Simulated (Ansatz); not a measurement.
# GaSb3 (Fm-3m) in Ansatz: notebook, part 2 of 2

Ansatz 0.2.0. Earlier steps stand in the parts before.

### Step 3. Single point, LDA, 24.40 Å³/atom (volume scaled by 0.94)

input.yaml

```yaml
crystal:
  lattice:
    - [0.0, 3.6544390392, 3.6544390392]
    - [3.6544390392, 0.0, 3.6544390392]
    - [3.6544390392, 3.6544390392, 0.0]
  atoms:
    - { symbol: Sb, position: [0.5, 0.5, 0.5] }
    - { symbol: Sb, position: [0.75, 0.75, 0.75] }
    - { symbol: Sb, position: [0.25, 0.25, 0.25] }
    - { symbol: Ga, position: [0.0, 0.0, 0.0] }
hamiltonian:
  xc: lda
  pseudopotentials: { kind: paw }
kpoints:
  mp_grid: { grid: [6, 6, 6] }
scf:
  occupations: { method: fermi_dirac, width: 0.05 }
output:
  forces: true
  stress: true
  eigenvalues: true
  write_density: true
  write_potential: true
  elf: true
  volumetric_format: npy
```

Potentials or basis: Ansatz PAW.

Command:

```sh
> ansatz run input.yaml --threads 2 --pin off --max-ram 5632MiB --backend cpu --events-out ev --progress --plain --runs-dir out
```

The program printed:

```text
Warning: RAYON_NUM_THREADS=2 ignored (pool sized by the plan → 2); use --threads N
Engine: ansatz 0.2.0, aarch64-unknown-linux-gnu
Pseudopotentials: kind: paw
Pseudopotential: Sb, paw, valence charge 15, recommended cutoff 420 eV (normal), Sb.paw.azcp
Pseudopotential: Ga, paw, valence charge 13, recommended cutoff 420 eV (normal), Ga.paw.azcp
Functional definition: SPW92
  exchange = slater_x
  correlation = pw_c
Crystal: 4 atoms, lattice volume = 97.610 Å³
Basis set: ecut = 420 eV, 1917 PW (Γ)
Bands: 35, of which v1, the nominal top of the filled ones, is band 29 counted from 1 (28 counted from 0)
Symmetry: 48 space group operations
Space group: Fm-3m (ITA 225), of the structure as read, at distance tolerance 4.6e-5 Å
k-points: 16 of 216
Non-local potential: Sb, projectors of the file, l = 0: 2, l = 1: 2, l = 2: 2, l = 3: 2
Non-local potential: Ga, projectors of the file, l = 0: 2, l = 1: 2, l = 2: 3, l = 3: 1
PAW form: soft (Blöchl's): semilocal exchange-correlation on the pseudo side does not see the compensation charge
PAW frozen core: Sb, regenerated for the run's functional, and the local potential with it (the file was generated under x = pbe(κ = 0.804, μ = 0.2195149727645171), c = pbe(β = 0.06672455060314922))
PAW frozen core: Ga, regenerated for the run's functional, and the local potential with it (the file was generated under x = pbe(κ = 0.804, μ = 0.2195149727645171), c = pbe(β = 0.06672455060314922))
PAW one-centre angular grid: Sb, 590 points (default); XC on 64 Gauss nodes
PAW one-centre angular grid: Ga, 590 points (default); XC on 64 Gauss nodes
Initial density: superposition of atomic densities (neutral atoms: chi_scale 0, normalization atom), corrected by the library's trained network
Initial wavefunctions: pseudopotential atomic-orbital guess
Functional: x = slater, c = lda
SCF iter   1: F=—  HF=-22713.604551 eV  |F-HF|=—  |Δ(HF+E_count)|=         —  Δρ=6.37e-3  dr2=2.82e-2  ethr=1.77e-3  ⟨swp⟩=8.9  Hψ=2477  notcnv=0
preconditioner: auto → Kerker (q_TF=auto, 2.502 Å⁻¹)  [metal: Δε(μ)=0.115 eV  Ē_g=11.235 eV  σ=0.050 eV  W_gap=0.50  n_scr=26 (ndim 8)  ℏωp=19.9 eV  f_vac=0.000  D(μ)=4.17/eV (n_scr^D=26)]
SCF iter   2: F=—  HF=-22713.593395 eV  |F-HF|=—  |Δ(HF+E_count)|=   1.12e-2  Δρ=3.55e-3  dr2=9.03e-3  ethr=4.86e-5  ⟨swp⟩=2.0  Hψ=831  notcnv=0  defer=1
SCF iter   3: F=—  HF=-22713.590824 eV  |F-HF|=—  |Δ(HF+E_count)|=   2.57e-3  Δρ=1.07e-3  dr2=1.06e-3  ethr=1.56e-5  ⟨swp⟩=2.5  Hψ=1054  notcnv=0  defer=1
SCF iter   4: F=—  HF=-22713.590008 eV  |F-HF|=—  |Δ(HF+E_count)|=   8.16e-4  Δρ=3.70e-4  dr2=1.82e-4  ethr=1.82e-6  ⟨swp⟩=2.0  Hψ=775  notcnv=0  defer=1
SCF iter   5: F=—  HF=-22713.589960 eV  |F-HF|=—  |Δ(HF+E_count)|=   4.85e-5  Δρ=2.11e-4  dr2=1.86e-5  ethr=3.13e-7  ⟨swp⟩=2.0  Hψ=1024  notcnv=0  defer=1
SCF iter   6: F=—  HF=-22713.589945 eV  |F-HF|=—  |Δ(HF+E_count)|=   1.53e-5  Δρ=3.24e-5  dr2=1.31e-6  ethr=3.21e-8  ⟨swp⟩=2.0  Hψ=1023  notcnv=0  defer=1
SCF iter   7: F=—  HF=-22713.589944 eV  |F-HF|=—  |Δ(HF+E_count)|=   2.89e-7  Δρ=1.39e-5  dr2=1.92e-7  ethr=2.27e-9  ⟨swp⟩=2.2  Hψ=1035  notcnv=0  defer=1
SCF iter   8: F=-22713.589944 eV  HF=-22713.589944 eV  |F-HF|=5.08e-9  |Δ(HF+E_count)|=   7.26e-8  Δρ=2.41e-6  dr2=4.11e-9  ethr=1.72e-10  ⟨swp⟩=10.8  Hψ=3873  notcnv=0
SCF 1 converged in 8 iterations: F = -22713.589944 eV  dr2 = 4.11e-9
SCF converged after 8 iterations
Free energy (F): -22713.589944 eV
Harris-Foulkes:  -22713.589944 eV  (|F-HF|=5.08e-9)
Internal energy: -22713.554335 eV  (E = F + TS)
E sigma→0 (E₀):  -22713.572139 eV
Entropy (-TS):   -0.035610 eV (-8.902 meV/atom)
Fermi energy:    11.427305 eV
--- Per-component energies (eV) ---
  E_band       = -462.241112
  E_kinetic    = 740.919231
  E_local      = -6052.540805  (includes V_loc(G=0)·N_el)
  E_nonlocal   = 1521.250051
  E_hartree    = 2785.039024
  E_xc         = -484.256160
  E_vxc        = -352.649958  (∫ρ·V_xc dr)
  E_paw        = -15186.617801  (= ΣΔE_a)
  E_vpaw       = -1889.299455  (= ΣTr[D̂ρ^β])
  E_aug_tail   = -0.000146  (compensation charges beyond the density's cutoff)
  E_ewald      = -6040.752678
  E_core_change = 3.404950  (= ΣΔE_core)
  E_smearing   = -0.035610  (= −TS)
  E_closure    = 0.000000  (closes the sum)
  Σ components = -22713.589944   (vs F -22713.589944, Δ=0.00e0)
--- Forces (eV/Å), atoms counted from 1 ---
  atom   1  Sb     0.00000000    -0.00000000     0.00000000
  atom   2  Sb     0.00000000     0.00000000     0.00000000
  atom   3  Sb    -0.00000000    -0.00000000    -0.00000000
  atom   4  Ga     0.00000000    -0.00000000    -0.00000000
  max |Σ_I F_I| component: 6.94e-18 eV/Å
--- Stress (GPa, compression-positive) ---
       -1.609032      -0.000000      -0.000000
       -0.000000      -1.609032       0.000000
       -0.000000      -0.000000      -1.609032
  P = ⅓ Tr σ = -1.6090 GPa (-16.090 kbar)
--- Band table (eV; the first three rows and the last of 16) ---
  k-point 0: bands = ["-17.9638", "-17.9638", "-17.9638", "-17.9530", "-17.9530", "-17.7499", "-17.7499", "-17.7479", "-17.7479", "-17.7479", "-17.7181", "-17.7181", "-17.7181", "-17.7102", "-17.7102", "-3.6785", "-3.6785", "-3.6785", "-3.6630", "-3.6630", "-1.6429", "3.6166", "4.6881", "8.2444", "8.5873", "8.5873", "8.5873", "8.7548", "8.7548", "8.7548", "10.4967", "10.4967", "10.4967", "14.8120", "14.8120"]
  k-point 1: bands = ["-17.9650", "-17.9650", "-17.9631", "-17.9519", "-17.9519", "-17.7486", "-17.7486", "-17.7452", "-17.7452", "-17.7438", "-17.7230", "-17.7193", "-17.7193", "-17.7127", "-17.7127", "-3.6802", "-3.6778", "-3.6778", "-3.6632", "-3.6632", "-1.4171", "3.2362", "4.2230", "7.2979", "7.9746", "7.9746", "8.0563", "9.2277", "9.2277", "10.6190", "10.6190", "10.8054", "12.1204", "15.7064", "15.7064"]
  k-point 2: bands = ["-17.9674", "-17.9674", "-17.9613", "-17.9496", "-17.9496", "-17.7428", "-17.7428", "-17.7408", "-17.7408", "-17.7358", "-17.7331", "-17.7235", "-17.7235", "-17.7180", "-17.7180", "-3.6839", "-3.6765", "-3.6765", "-3.6636", "-3.6636", "-0.7571", "1.9785", "3.7565", "6.3377", "7.6263", "7.6263", "8.7998", "8.7998", "9.1559", "11.9145", "11.9145", "13.3678", "13.5978", "15.3254", "16.0818"]
  k-point 15: bands = ["-17.9709", "-17.9675", "-17.9597", "-17.9487", "-17.9464", "-17.7505", "-17.7450", "-17.7424", "-17.7406", "-17.7328", "-17.7319", "-17.7250", "-17.7214", "-17.7162", "-17.7142", "-3.6857", "-3.6773", "-3.6727", "-3.6683", "-3.6629", "1.1198", "1.1678", "1.8820", "4.1023", "7.0370", "7.4988", "9.5315", "10.0845", "12.6375", "13.1627", "13.4257", "13.5824", "14.5058", "15.1464", "15.7362"]
```

Run time: 2.1 s. Hardware: 2 threads of Arm Neoverse V2, shared host; peak memory 0.37 GiB.

What came out:

```
Free energy            : -22713.5899 eV
Pressure               : -1.6 GPa
Band gap on the k mesh : none (metal or under the smearing width)
```

Caveat: the PAW data sets come from PBE, with cores solved anew for the run's functional, which leaves a small shift of forces and pressure.

### Step 4. Single point, LDA, 24.92 Å³/atom (volume scaled by 0.96)

Changes to input.yaml since step 3:

```diff
@@ -2,5 +2,5 @@
   lattice:
-    - [0.0, 3.6544390392, 3.6544390392]
-    - [3.6544390392, 0.0, 3.6544390392]
-    - [3.6544390392, 3.6544390392, 0.0]
+    - [0.0, 3.6801753734, 3.6801753734]
+    - [3.6801753734, 0.0, 3.6801753734]
+    - [3.6801753734, 3.6801753734, 0.0]
   atoms:
```

Command:

```sh
> ansatz run input.yaml --threads 2 --pin off --max-ram 5632MiB --backend cpu --events-out ev --progress --plain --runs-dir out
```

Wall time 2.2 s (2 threads of Arm Neoverse V2, shared host); peak memory 0.38 GiB.

Results (log left out):

- Free energy: -22713.5620 eV
- Pressure: -2.7 GPa
- Band gap on the k mesh: none (metal or under the smearing width)

Caveat: the PAW data sets come from PBE, with cores solved anew for the run's functional, which leaves a small shift of forces and pressure.

### Step 5. Single point, LDA, 25.44 Å³/atom (volume scaled by 0.98)

Changes to input.yaml since step 4:

```diff
@@ -2,5 +2,5 @@
   lattice:
-    - [0.0, 3.6801753734, 3.6801753734]
-    - [3.6801753734, 0.0, 3.6801753734]
-    - [3.6801753734, 3.6801753734, 0.0]
+    - [0.0, 3.7055566952, 3.7055566952]
+    - [3.7055566952, 0.0, 3.7055566952]
+    - [3.7055566952, 3.7055566952, 0.0]
   atoms:
```

Command:

```sh
> ansatz run input.yaml --threads 2 --pin off --max-ram 5632MiB --backend cpu --events-out ev --progress --plain --runs-dir out
```

Wall time 2.3 s (2 threads of Arm Neoverse V2, shared host); peak memory 0.37 GiB.

Results (log left out):

| Property | Result |
| --- | --- |
| Free energy | -22713.5210 eV |
| Pressure | -3.6 GPa |
| Band gap on the k mesh | none (metal or under the smearing width) |

Caveat: the PAW data sets come from PBE, with cores solved anew for the run's functional, which leaves a small shift of forces and pressure.

### Step 6. Single point, LDA, 25.96 Å³/atom

Changes to input.yaml since step 5:

```diff
@@ -2,5 +2,5 @@
   lattice:
-    - [0.0, 3.7055566952, 3.7055566952]
-    - [3.7055566952, 0.0, 3.7055566952]
-    - [3.7055566952, 3.7055566952, 0.0]
+    - [0.0, 3.730595, 3.730595]
+    - [3.730595, 0.0, 3.730595]
+    - [3.730595, 3.730595, 0.0]
   atoms:
@@ -21,5 +21 @@
   eigenvalues: true
-  write_density: true
-  write_potential: true
-  elf: true
-  volumetric_format: npy
```

Potentials or basis: Ansatz PAW.

Command:

```sh
> ansatz run input.yaml --threads 2 --pin off --max-ram 5632MiB --backend cpu --events-out ev --progress --plain --runs-dir out
```

Wall time 1.7 s (2 threads of Arm Neoverse V2, shared host); peak memory 0.37 GiB.

The run converged. Its results:

| Quantity | Value |
| --- | --- |
| Free energy | -22713.4683 eV |
| Pressure | -4.5 GPa |
| Band gap on the k mesh | none (metal or under the smearing width) |

Caveat: the PAW data sets come from PBE, with cores solved anew for the run's functional, which leaves a small shift of forces and pressure.

### Step 7. Single point, LDA, 26.48 Å³/atom (volume scaled by 1.02)

Changes to input.yaml since step 6:

```diff
@@ -2,5 +2,5 @@
   lattice:
-    - [0.0, 3.730595, 3.730595]
-    - [3.730595, 0.0, 3.730595]
-    - [3.730595, 3.730595, 0.0]
+    - [0.0, 3.7553016472, 3.7553016472]
+    - [3.7553016472, 0.0, 3.7553016472]
+    - [3.7553016472, 3.7553016472, 0.0]
   atoms:
```

Command:

```sh
> ansatz run input.yaml --threads 2 --pin off --max-ram 5632MiB --backend cpu --events-out ev --progress --plain --runs-dir out
```

Run time: 1.7 s. Hardware: 2 threads of Arm Neoverse V2, shared host; peak memory 0.37 GiB.

It converged, with:

```
Free energy            : -22713.4050 eV
Pressure               : -5.3 GPa
Band gap on the k mesh : none (metal or under the smearing width)
```

Caveat: the PAW data sets come from PBE, with cores solved anew for the run's functional, which leaves a small shift of forces and pressure.

### Step 8. Single point, LDA, 27.00 Å³/atom (volume scaled by 1.04)

Changes to input.yaml since step 7:

```diff
@@ -2,5 +2,5 @@
   lattice:
-    - [0.0, 3.7553016472, 3.7553016472]
-    - [3.7553016472, 0.0, 3.7553016472]
-    - [3.7553016472, 3.7553016472, 0.0]
+    - [0.0, 3.7796874061, 3.7796874061]
+    - [3.7796874061, 0.0, 3.7796874061]
+    - [3.7796874061, 3.7796874061, 0.0]
   atoms:
@@ -21 +21,5 @@
   eigenvalues: true
+  write_density: true
+  write_potential: true
+  elf: true
+  volumetric_format: npy
```

Command:

```sh
> ansatz run input.yaml --threads 2 --pin off --max-ram 5632MiB --backend cpu --events-out ev --progress --plain --runs-dir out
```

Run time: 2.1 s. Hardware: 2 threads of Arm Neoverse V2, shared host; peak memory 0.38 GiB.

The run converged. Its results:

```yaml
Free_energy: -22713.3319 eV
Pressure: -6.0 GPa
Band_gap_on_the_k_mesh: none (metal or under the smearing width)
```

Caveat: the PAW data sets come from PBE, with cores solved anew for the run's functional, which leaves a small shift of forces and pressure.

### Step 9. Single point, LDA, 27.52 Å³/atom (volume scaled by 1.06)

Changes to input.yaml since step 8:

```diff
@@ -2,5 +2,5 @@
   lattice:
-    - [0.0, 3.7796874061, 3.7796874061]
-    - [3.7796874061, 0.0, 3.7796874061]
-    - [3.7796874061, 3.7796874061, 0.0]
+    - [0.0, 3.8037624973, 3.8037624973]
+    - [3.8037624973, 0.0, 3.8037624973]
+    - [3.8037624973, 3.8037624973, 0.0]
   atoms:
@@ -21,5 +21 @@
   eigenvalues: true
-  write_density: true
-  write_potential: true
-  elf: true
-  volumetric_format: npy
```

Potentials or basis: Ansatz PAW.

Command:

```sh
> ansatz run input.yaml --threads 2 --pin off --max-ram 5632MiB --backend cpu --events-out ev --progress --plain --runs-dir out
```

It took 1.6 s on 2 threads of Arm Neoverse V2, shared host; peak memory 0.38 GiB.

Results (log left out):

```
Free energy            : -22713.2500 eV
Pressure               : -6.6 GPa
Band gap on the k mesh : none (metal or under the smearing width)
```

Caveat: the PAW data sets come from PBE, with cores solved anew for the run's functional, which leaves a small shift of forces and pressure.

### Step 10. Equation of state, LDA

No new run: the results of the series are fitted here.

What came out:

```
Equilibrium volume : 23.68 Å³/atom (rough: see the caveat)
Bulk modulus       : 57 GPa (rough)
```

Energy against volume, from the lowest point:
```
volume (Å³/atom)  energy (meV/atom)
          24.402               0.00
          24.922               6.99
          25.441              17.23
          25.960              30.40
          26.479              46.24
          26.998              64.51
          27.518              84.99
```

Caveat: the minimum lies outside the volumes run. The run has no spin-orbit coupling, so splittings on Sb are missing.
